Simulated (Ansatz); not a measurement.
# Alloy of Si and Ge (42 of 64 Si sites exchanged), 64 atoms

The task here is to estimate one member of a computed series from the others.

Program: Ansatz 0.2.0, PAW, plane waves. These are calculated values, not measurements.

### The starting cell

64 atoms (42 Ge, 22 Si); a = 11.181 Å, b = 11.181 Å, c = 11.181 Å, α = 90.00°, β = 90.00°, γ = 90.00°. All atoms were shaken off their sites by about 0.02 Å along each axis.

The runs, in order: (2) PBEsol cell relaxation at the single k point (¼, ¼, ¼), on 1 × NVIDIA H100 80GB HBM3 with 11 threads of AMD EPYC 7R13; (3) PBE single point at the Γ point alone, on 1 × NVIDIA H100 80GB HBM3 with 11 threads of AMD EPYC 7R13; (4) r²SCAN single point at the Γ point alone, on 1 × NVIDIA H100 80GB HBM3 with 11 threads of AMD EPYC 7R13; (5) HSE06 single point at the Γ point alone, on 1 × NVIDIA H100 80GB HBM3 with 11 threads of AMD EPYC 7R13; (6) HSE06 with spin–orbit coupling single point at the Γ point alone, on 1 × NVIDIA H100 80GB HBM3 with 11 threads of AMD EPYC 7R13.

The first run:

The input, in.yaml:

```yaml
crystal:
  lattice:
    - [11.181222, 0.000000, 0.000000]
    - [0.000000, 11.181222, 0.000000]
    - [0.000000, 0.000000, 11.181222]
  atoms:
    - { symbol: Ge, position: [0.999747, 0.998986, 0.000363] }
    - { symbol: Ge, position: [0.999199, 0.998532, 0.501317] }
    - { symbol: Ge, position: [0.000695, 0.502775, 0.001780] }
    - { symbol: Ge, position: [0.002831, 0.499459, 0.500334] }
    - { symbol: Ge, position: [0.498888, 0.999052, 0.997228] }
    - { symbol: Ge, position: [0.498818, 0.502432, 0.001201] }
    - { symbol: Ge, position: [0.497647, 0.497875, 0.500158] }
    - { symbol: Ge, position: [0.122338, 0.126382, 0.625633] }
    - { symbol: Ge, position: [0.124787, 0.623895, 0.626582] }
    - { symbol: Ge, position: [0.624971, 0.122888, 0.622586] }
    - { symbol: Ge, position: [0.624066, 0.622250, 0.125324] }
    - { symbol: Ge, position: [0.623450, 0.629459, 0.624023] }
    - { symbol: Ge, position: [0.248582, 0.250537, 0.001864] }
    - { symbol: Ge, position: [0.251835, 0.249014, 0.502091] }
    - { symbol: Ge, position: [0.749591, 0.245091, 0.002105] }
    - { symbol: Ge, position: [0.752138, 0.250798, 0.502371] }
    - { symbol: Ge, position: [0.751380, 0.747997, 0.000224] }
    - { symbol: Ge, position: [0.372749, 0.375121, 0.124675] }
    - { symbol: Ge, position: [0.373868, 0.375586, 0.624307] }
    - { symbol: Ge, position: [0.373795, 0.872326, 0.123564] }
    - { symbol: Ge, position: [0.379827, 0.873449, 0.625016] }
    - { symbol: Ge, position: [0.873455, 0.370952, 0.121832] }
    - { symbol: Ge, position: [0.874263, 0.872865, 0.122944] }
    - { symbol: Ge, position: [0.872820, 0.873830, 0.620836] }
    - { symbol: Ge, position: [0.247697, 0.001325, 0.250605] }
    - { symbol: Ge, position: [0.248169, 0.501886, 0.248849] }
    - { symbol: Ge, position: [0.249641, 0.498183, 0.750159] }
    - { symbol: Ge, position: [0.749960, 0.000559, 0.251461] }
    - { symbol: Ge, position: [0.751496, 0.999478, 0.751715] }
    - { symbol: Ge, position: [0.750402, 0.500409, 0.251566] }
    - { symbol: Ge, position: [0.749793, 0.498463, 0.749198] }
    - { symbol: Ge, position: [0.375174, 0.625194, 0.874562] }
    - { symbol: Ge, position: [0.873168, 0.125365, 0.375847] }
    - { symbol: Ge, position: [0.873918, 0.126667, 0.875399] }
    - { symbol: Ge, position: [0.875932, 0.625289, 0.876060] }
    - { symbol: Ge, position: [0.999818, 0.248969, 0.251603] }
    - { symbol: Ge, position: [0.995161, 0.748488, 0.248594] }
    - { symbol: Ge, position: [0.500334, 0.252554, 0.250187] }
    - { symbol: Ge, position: [0.127344, 0.374070, 0.378795] }
    - { symbol: Ge, position: [0.124605, 0.375999, 0.871792] }
    - { symbol: Ge, position: [0.120643, 0.875503, 0.378418] }
    - { symbol: Ge, position: [0.625251, 0.376382, 0.875334] }
    - { symbol: Si, position: [0.497907, 0.999721, 0.500269] }
    - { symbol: Si, position: [0.123311, 0.125622, 0.124742] }
    - { symbol: Si, position: [0.124366, 0.625477, 0.128104] }
    - { symbol: Si, position: [0.625815, 0.124829, 0.124316] }
    - { symbol: Si, position: [0.245868, 0.749477, 0.999509] }
    - { symbol: Si, position: [0.246848, 0.746568, 0.498599] }
    - { symbol: Si, position: [0.751137, 0.750946, 0.503170] }
    - { symbol: Si, position: [0.875588, 0.373112, 0.626578] }
    - { symbol: Si, position: [0.250640, 0.000272, 0.747335] }
    - { symbol: Si, position: [0.376810, 0.123468, 0.377113] }
    - { symbol: Si, position: [0.372633, 0.122927, 0.878160] }
    - { symbol: Si, position: [0.372404, 0.622438, 0.373560] }
    - { symbol: Si, position: [0.874371, 0.621283, 0.375556] }
    - { symbol: Si, position: [0.000266, 0.250331, 0.750306] }
    - { symbol: Si, position: [0.001218, 0.748872, 0.748928] }
    - { symbol: Si, position: [0.498801, 0.249893, 0.753280] }
    - { symbol: Si, position: [0.500055, 0.747480, 0.251604] }
    - { symbol: Si, position: [0.499453, 0.750211, 0.749552] }
    - { symbol: Si, position: [0.122336, 0.874591, 0.874567] }
    - { symbol: Si, position: [0.624467, 0.373431, 0.378227] }
    - { symbol: Si, position: [0.622541, 0.876170, 0.374781] }
    - { symbol: Si, position: [0.626378, 0.874183, 0.874078] }
  symmetry: { detect: false }
kpoints:
  mp_grid: { grid: [1, 1, 1], shift: [0.25, 0.25, 0.25] }
hamiltonian:
  xc: pbesol
scf:
  occupations: { method: fermi_dirac, width: 0.01 }
relax:
  f_tol: 0.03
  max_steps: 80
  escape_saddle: false
  adjacent_minimum: "off"
  cell: { fix: [shape] }
output:
  forces: true
  eigenvalues: true
  populations: true
  write_density: true
  write_potential: true
  elf: true
  volumetric_format: npy
```

On the command line:

```bash
> ansatz run in.yaml --threads 11 --pin off --max-ram 154850MiB --runs-dir r --events-out ev --progress --plain --backend cuda --devices 0, --max-vram 75GiB
```

Steps of the session up to this table: PBEsol relaxation of the cell and the positions; PBE on the final geometry; Single point with r²SCAN; Single point with HSE06; HSE06 with spin–orbit coupling on the same atoms.

One table of the session follows, with a row left open; its other results are not shown here.

| level | top filled to lowest empty (eV) |
| --- | --- |
| PBEsol, relaxation | 0.97 |
| PBE | ? |
| r²SCAN | 0.69 |
| HSE06 | 1.11 |
| HSE06 with spin–orbit coupling | 1.04 |

Estimate the missing values for PBE.

**Answer.** top filled to lowest empty (eV): 0.42. In the column «top filled to lowest empty (eV)» it is the lowest.

At the same k points, PBE gives a spacing 0.69 eV smaller and r²SCAN gives a spacing 0.42 eV smaller than the 1.11 eV of HSE06. Rows on different k points differ by sampling as well as by level. With one k point the spacing samples only the states that fold onto it, so it can exceed the gap over the zone.
